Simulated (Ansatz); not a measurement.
**AsH− (quartet): wave-function methods side by side, aug-cc-pVTZ**

How much of the correlation energy of AsH− (quartet) does each wave-function method recover here?

Program: Ansatz 0.2.0, Gaussian basis. Level of theory: aug-cc-pVTZ, core rule «outside noble gas», up to 14 orbitals frozen. These are calculated values, not measurements.

Plan: UHF; CCSD(T) on ROHF; CCSD(T) on UHF; BCCD(T) on ROHF; CCSDT(Q) on ROHF; CCSDT(Q) on UHF; CASSCF and MRCISD+Q, 7 electrons in 5 orbitals; CASSCF and NEVPT2, 7 electrons in 5 orbitals.

13 further runs of the same task are left out: 5 that didn't finish, 8 set aside as unsound or not needed. Runs told in other sessions of the task aren't counted.

## (1) The system

The geometry is a PBE0/def2-TZVPD stationary point (not a proven minimum) of the parent state, kept for this charge and spin. No spin-orbit coupling is included. The filled d shell of As may be among the frozen orbitals whatever the setting's name suggests.

2 atoms, charge -1, spin multiplicity 4.

Atoms are counted from 1 here; the program's logs count them from 0.

Bond lengths: As1–H2 1.548 Å.

## (2) UHF

Input file in.yaml:

```yaml
crystal:
  periodic: [false, false, false]
  atoms:
    - {symbol: As, position_ang: [0.000000, 0.000000, 0.000000]}
    - {symbol: H, position_ang: [0.000000, 0.000000, 1.547800]}
basis:
  gaussian: {orbitals: aug-cc-pVTZ}
total_charge: -1
magnetization: {spin_polarized: true, initial_magnetization: 3}
hamiltonian: {xc: hf}
output: {orbitals: {seedname: orbitals}}
```

Started as:

```bash
> ansatz run in.yaml --threads 1 --pin off --events-out ev --progress --plain --max-ram 2393MiB
```

Further steps of the session: CCSD(T) on ROHF; CCSD(T) on UHF; BCCD(T) on ROHF; CCSDT(Q) on ROHF; CCSDT(Q) on UHF; CASSCF and MRCISD+Q, 7 electrons in 5 orbitals; CASSCF and NEVPT2, 7 electrons in 5 orbitals.

Before running them: what should the planned runs give, taken together? Wanted: UCCSDT(Q) from the RHF energy; RMP2 from UCCSDT(Q); UMP2 from UCCSDT(Q); RCCSD from UCCSDT(Q); RCCSD(T) from UCCSDT(Q); UCCSD(T) from UCCSDT(Q); RCCSDT(Q) from UCCSDT(Q); NEVPT2 valence from UCCSDT(Q); MRCISD+Q valence from UCCSDT(Q).

The runs gave:

```
                         quantity                                                   value
    UCCSDT(Q) from the ROHF energy                                              -3.7498 eV
              RMP2 from UCCSDT(Q)                                            +69.9 kJ/mol
              UMP2 from UCCSDT(Q)                                            +72.4 kJ/mol
             RCCSD from UCCSDT(Q)                                            +16.9 kJ/mol
          RCCSD(T) from UCCSDT(Q)                                             +3.7 kJ/mol
          UCCSD(T) from UCCSDT(Q)                                             +2.8 kJ/mol
         RCCSDT(Q) from UCCSDT(Q)                                             +0.9 kJ/mol
    NEVPT2 valence from UCCSDT(Q)                                            +99.6 kJ/mol
  MRCISD+Q valence from UCCSDT(Q)                                             +4.8 kJ/mol
levels within 1 kcal/mol (43 meV)  RCCSD(T), UCCSD(T), BCCD(T), RCCSDT, UCCSDT, RCCSDT(Q)
                    T1 diagnostic                                                   0.038
   effectively unpaired electrons                                                    3.00
```

What this shows: RCCSD(T) lands +3.7 kJ/mol from the yardstick (1.0 % of the correlation energy). One determinant dominates. Of the multireference levels listed MRCISD+Q valence comes nearest in total energy (+4.8 kJ/mol), which doesn't show that its space is the better one. These misses are within one basis, not against nature; the frozen cores of restricted and unrestricted runs differ, which can shift their rows. The highest orbital lies above zero: the basis alone holds the extra electron.
